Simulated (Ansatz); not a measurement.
# CHGeN (triplet): wave-function methods side by side at a displaced geometry (v2), cc-pVDZ

One table from this session's results is given with a row withheld; the runs are named, their logs left out.

Method: cc-pVDZ, core rule «outside noble gas», up to 16 orbitals frozen; program: Ansatz 0.2.0, Gaussian basis.

The runs, in order: UHF; CCSD(T) on ROHF; CCSD(T) on UHF; BCCD(T) on ROHF; CISD; CCSDT(Q) on ROHF; CCSDT(Q) on UHF.

23 further runs of the same task are left out: 8 that didn't finish, 15 set aside as unsound or not needed.

## The geometry

The geometry is a PBE0/def2-TZVP stationary point (not a proven minimum) with its atoms shifted at random (size 0.100 Å). No spin-orbit coupling is included. The filled d shell of Ge may be among the frozen orbitals whatever the setting's name suggests; the logs give the count.

4 atoms, charge 0, spin multiplicity 3.

Atoms are counted from 1 here; the program's logs count them from 0.

Bond lengths: C1–N2 1.250 Å, C1–Ge3 2.109 Å, N2–Ge3 2.249 Å, N2–H4 0.990 Å. Angles: N2–C1–Ge3 79.6°, C1–N2–Ge3 67.3°, C1–N2–H4 128.4°, Ge3–N2–H4 158.5°, C1–Ge3–N2 33.1°.

The first run:

in.yaml reads:

```yaml
crystal:
  periodic: [false, false, false]
  atoms:
    - {symbol: C, position_ang: [0.087546, -0.767841, 1.374433]}
    - {symbol: N, position_ang: [-0.077328, 0.443597, 1.632516]}
    - {symbol: Ge, position_ang: [-0.000708, 0.028684, -0.576540]}
    - {symbol: H, position_ang: [0.082401, 0.918072, 2.486093]}
basis:
  gaussian: {orbitals: cc-pVDZ}
magnetization: {spin_polarized: true, initial_magnetization: 2}
hamiltonian: {xc: hf}
output: {orbitals: {seedname: orbitals}}
```

Started as:

```sh
$ ansatz run in.yaml --threads 1 --pin off --events-out ev --progress --plain --max-ram 2393MiB
```

Steps of the session up to this table: UHF; CCSD(T) on ROHF; CCSD(T) on UHF; BCCD(T) on ROHF; CISD; CCSDT(Q) on ROHF; CCSDT(Q) on UHF.

One of the session's tables, all rows but one given; the rest of the session is left out.

It belongs to the step «Misses and costs». 

```
   method  from UCCSDT(Q) (meV)
     ROHF              +10458.2
      UHF              +10197.1
     RMP2               +1203.5
     UMP2               +1284.6
    RCCSD                +519.4
    UCCSD                +507.0
 RCCSD(T)                 +78.1
 UCCSD(T)                     ?
  BCCD(T)                 +76.6
   RCCSDT                 +48.0
   UCCSDT                 +42.3
RCCSDT(Q)                  +9.1
UCCSDT(Q)                     0
```

**Question.** Estimate the row for UCCSD(T).

**Answer.** from UCCSDT(Q) (meV): +76.5. In the column «from UCCSDT(Q) (meV)» it lies between RCCSDT (+48.0) and BCCD(T) (+76.6).

Not comparable, so not listed: CISD (they don't share determinant, frozen orbitals or solution with the rows shown, or repeat one).

To keep in mind: Restricted and unrestricted rows rest on different reference determinants; where their highest levels disagree by more than a few hundredths of an eV, they describe different states and don't form one ladder.
